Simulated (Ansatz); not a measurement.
# GeHCl3: a ladder of functionals and wavefunction methods

An exercise on one series of results from a longer session: the logs are not shown, and one member is left open.

Method: functionals in def2-TZVPP, the program's frozen cores in correlated methods; program: Ansatz 0.2.0, Gaussian basis.

The runs, in order: LDA (SPW92), PBE-D4, revPBE-D4, BLYP-D4, r2SCAN-D4, B97M-V, PBE0-D4, B3LYP-D4, r2SCANh-D4, r2SCAN0-D4, HSE06-D4, BHLYP-D4, CAM-B3LYP-D4, LC-ωPBE, ωB97X-V, ωB97M-V, B2PLYP, PBE-QIDH; CCSD(T)/def2-SVP; CCSD(T)/def2-TZVPP; MP2/def2-QZVPP; extrapolation to the limit; RPA on PBE.

## The relaxed structure

The geometry comes from an earlier relaxation with PBE0-D4 in a triple-zeta def2 set; it is a stationary point.

SMILES `[Cl][GeH]([Cl])[Cl]`, 5 atoms, charge 0, spin multiplicity 1.

Atoms are counted from 1 here; the program's logs count them from 0.

Bond lengths: Cl1–Ge2 2.126 Å, Ge2–Cl3 2.126 Å, Ge2–Cl4 2.126 Å, Ge2–H5 1.525 Å. Angles: Cl1–Ge2–Cl3 108.5°, Cl1–Ge2–Cl4 108.5°, Cl1–Ge2–H5 110.4°, Cl3–Ge2–Cl4 108.5°, Cl3–Ge2–H5 110.5°, Cl4–Ge2–H5 110.5°.

The first run:

The input, in.yaml:

```yaml
crystal:
  periodic: [false, false, false]
  atoms:
    - {symbol: Cl, position_ang: [-1.177708, -0.012817, 1.700686]}
    - {symbol: Ge, position_ang: [0.102382, 0.090565, 0.006172]}
    - {symbol: Cl, position_ang: [1.117874, -1.767613, -0.185340]}
    - {symbol: Cl, position_ang: [-1.095134, 0.385612, -1.725777]}
    - {symbol: H, position_ang: [1.102587, 1.230652, 0.162959]}
basis:
  gaussian: {orbitals: def2-TZVPP}
hamiltonian: {xc: lda}
output: {orbitals: {seedname: orbitals}}
```

Steps of the session up to this table: LDA; PBE-D4 (GGA); revPBE-D4 (GGA); BLYP-D4 (GGA); r2SCAN-D4 (meta-GGA); B97M-V (meta-GGA); PBE0-D4 (hybrid); B3LYP-D4 (hybrid); r2SCANh-D4 (hybrid); r2SCAN0-D4 (hybrid); HSE06-D4 (hybrid); BHLYP-D4 (hybrid); CAM-B3LYP-D4 (range-separated); LC-ωPBE-D4 (range-separated; the results give it without D4); ωB97X-V (range-separated); ωB97M-V (range-separated); B2PLYP (double hybrid); PBE-QIDH (double hybrid).

One table of the session follows, with a row left open; its other results are not shown here.

It belongs to the step «Orbital energies across the functionals». 

```
  functional  HOMO (eV)  LUMO (eV)  gap (eV)
 LDA (SPW92)          ?          ?         ?
      PBE-D4      -7.94      -2.40      5.54
   revPBE-D4      -7.89      -2.30      5.59
     BLYP-D4      -7.76      -2.35      5.41
   r2SCAN-D4      -8.34      -2.15      6.19
      B97M-V      -8.43      -2.10      6.33
     PBE0-D4      -9.39      -1.41      7.98
    B3LYP-D4      -9.08      -1.73      7.35
  r2SCANh-D4      -8.86      -1.79      7.07
  r2SCAN0-D4      -9.64      -1.26      8.39
    HSE06-D4      -8.99      -1.78      7.20
    BHLYP-D4     -10.66      -0.37     10.29
CAM-B3LYP-D4     -10.75      -0.37     10.38
     LC-ωPBE     -12.23       0.89     13.13
     ωB97X-V     -11.83       0.81     12.64
     ωB97M-V     -11.64       0.65     12.29
```

**Question.** Estimate the row for LDA (SPW92).

**Answer.** HOMO (eV): -8.08; LUMO (eV): -2.68; gap (eV): 5.40. In the column «HOMO (eV)» it lies between r2SCAN-D4 (-8.34) and PBE-D4 (-7.94).
